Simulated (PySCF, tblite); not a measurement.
# C3H10O2Si2: geometry, infrared bands and NMR shifts

Aim: predict the infrared bands and NMR shifts of C3H10O2Si2 (`COC[Si@H]1CO[SiH2]1`).

Programs: tblite 0.8.0 and PySCF 2.14.0, with density-fitted response routines of our own. Each step states its level of theory. These are calculated values for one molecule in the gas phase, unless marked as measured. Atoms count from 0, in the outputs and in this text.

## Step 1: The starting structure

17 atoms, charge 0, multiplicity 1; geometry from: force field or distance geometry start.

Bonds of the start (Å): C0–O1 1.41, O1–C2 1.37, C2–Si3 1.85, Si3–C4 1.84, C4–O5 1.39, O5–Si6 1.69, Si6–Si3 2.20, C0–H7 1.13, C0–H8 1.09, C0–H9 1.11, C2–H10 1.12, C2–H11 1.10, Si3–H12 1.47, C4–H13 1.10, C4–H14 1.13, Si6–H15 1.47, Si6–H16 1.47.

## Step 2: Optimising the geometry with GFN2-xTB

What the job is given:

```
{"job": {"kind": "relax", "xc": "GFN2-xTB", "basis": "xTB"}, "charge": 0, "multiplicity": 1}
C      2.858000    -0.870400     0.359200
O      1.557500    -0.786600     0.903300
C      0.970400     0.317100     0.332000
Si    -0.755400     0.595500     0.927800
C     -1.888200     1.188200    -0.391700
O     -2.068700    -0.089400    -0.920600
Si    -2.266100    -0.945100     0.523100
H      3.363100     0.102800     0.638300
H      3.400000    -1.732800     0.756900
H      2.786200    -0.921600    -0.742400
H      0.899700     0.170200    -0.776000
H      1.567400     1.226900     0.488800
H     -0.922200     1.398100     2.147000
H     -2.807400     1.689900    -0.052900
H     -1.343300     1.792900    -1.176500
H     -1.798900    -2.336800     0.421800
H     -3.559200    -0.787000     1.201700
```

The run is started by

```console
OMP_NUM_THREADS=1 python probes_run.py task.json out
```

This one command runs all jobs of the session in turn.

**Question.** This job is followed by: GFN2-xTB harmonic vibrations, gas phase; GIAO PBE0/pcSseg-1 NMR shielding, non-relativistic, gas phase. Predict these results of the whole session: strongest single infrared mode (GFN2-xTB); zero-point energy (GFN2-xTB); ¹³C shifts against TMS (PBE0/pcSseg-1); ¹H shifts against TMS (PBE0/pcSseg-1, means over atoms taken as alike); ¹⁷O shifts against H2O (PBE0/pcSseg-1); ²⁹Si shifts against TMS (PBE0/pcSseg-1); surface potential, 1st and 99th percentile.

The runs gave:

| quantity | value |
| --- | --- |
| strongest single infrared mode (GFN2-xTB) | 2195 cm⁻¹, 508 km/mol |
| zero-point energy (GFN2-xTB) | 77.2 kcal/mol |
| ¹³C shifts against TMS (PBE0/pcSseg-1) | 68.6, 66.1, 65.5 ppm |
| ¹H shifts against TMS (PBE0/pcSseg-1, means over atoms taken as alike) | 5.96, 5.88, 5.43, 4.76, 4.65, 3.80, 3.48, 3.41 ppm |
| ¹⁷O shifts against H2O (PBE0/pcSseg-1) | 29.4, 2.8 ppm |
| ²⁹Si shifts against TMS (PBE0/pcSseg-1) | 11.7, -2.9 ppm |
| surface potential, 1st and 99th percentile | -1.62 V and 1.07 V |

In words: Relaxing lowered the energy by 1.273 eV in 146 steps; the close pair that moved most is Si3–Si6, from 2.195 to 2.328 Å. No mode is imaginary among the 45: a minimum at this level. The strongest single mode, at 2195 cm⁻¹, moves mainly H15. GFN2-xTB is a fitted tight-binding method: band positions and strengths are rough. Its intensities can rank the bands wrongly. At PBE0/pcSseg-1: The widest tensor belongs to Si6: span 208 ppm, with a paramagnetic part of -541 ppm.
